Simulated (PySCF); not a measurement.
**CoS: from the state search to spectroscopic constants**

An exercise on one series of results from a longer session: the logs are not shown, and one member is left open.

Program: PySCF 2.14.0. Level of theory: Co def2-TZVPP, S def2-TZVPP, no relativity. These are calculated values, not measurements.

Set-up of the first run:

The job is set up so:

```yaml
atoms: Co, S
charge: 0
basis: Co def2-TZVPP, S def2-TZVPP
Hamiltonian: no relativity
basis_functions: 106
electrons_treated: 43
masses_in_u: 58.9332, 31.9721
levels: PBE0, PBE, r²SCAN, BHandHLYP, PW91, r²SCANh, B3LYP, ωB97X-V, HF, MP2, SCS-MP2, CCSD, CCSD(T)
grid: 80 radial by 434 angular points
occupations: held fixed by the projection of orbital angular momentum
dissociation_limit: Co + S, each in its ground configuration
starting_distance_in_angstrom: 2.055
values_of_2S_to_try: 1, 3, 5, 7
```

On the command line:

```sh
$ OMP_NUM_THREADS=2 python dia.py task.json out
```

Steps of the session up to this table: Set-up; The PBE0 curve of the state that the search chose; Higher solutions at PBE0; PBE; r²SCAN; BHandHLYP (global hybrid GGA); PW91 (GGA); r²SCANh; B3LYP (global hybrid GGA); ωB97X-V; ROHF; Adding correlation.

One of the session's tables, all rows but one given; the rest of the session is left out.

It belongs to the step «The curves together». Energy (eV) from each level's lowest point:

| R (Å) | ROHF | ROHF-MP2 | ROHF-SCS-MP2 | ROHF-CCSD | ROHF-CCSD(T) |
| --- | --- | --- | --- | --- | --- |
| 1.698 | 2.521 | 1.107 | 1.337 | n/a | n/a |
| 1.777 | 1.458 | 0.520 | 0.671 | 0.598 | 0.653 |
| 1.856 | 0.748 | 0.179 | 0.266 | 0.191 | 0.224 |
| 1.915 | 0.399 | 0.048 | 0.095 | 0.044 | 0.060 |
| 1.974 | 0.174 | 0.000 | 0.012 | 0.000 | 0.000 |
| 2.033 | ? | ? | ? | ? | ? |
| 2.112 | 0.000 | 0.121 | 0.068 | 0.174 | 0.151 |
| 2.211 | 0.076 | 0.341 | 0.250 | 0.445 | 0.426 |
| 2.329 | 0.288 | 0.691 | 0.558 | 0.849 | 0.865 |
| 2.487 | 0.657 | 1.232 | 1.044 | n/a | n/a |

Estimate the missing values for R (Å) = 2.033.

Worked estimate for «ROHF». A straight line through the neighbours (1.974, 0.174) and (2.112, 0.000) gives 0.174 + (0.000 − 0.174) × (2.033 − 1.974) / (2.112 − 1.974) = 0.100; a parabola fitted to 4 rows on both sides gives 0.057.

**Answer.** ROHF: 0.048; ROHF-MP2: 0.018; ROHF-SCS-MP2: 0.000; ROHF-CCSD: 0.035; ROHF-CCSD(T): 0.022. In «ROHF» the line misses by +0.052 and the parabola by +0.009.

To keep in mind: The state is the lowest single determinant that the PBE0 search found; with open d or f shells the true ground state can be another one.
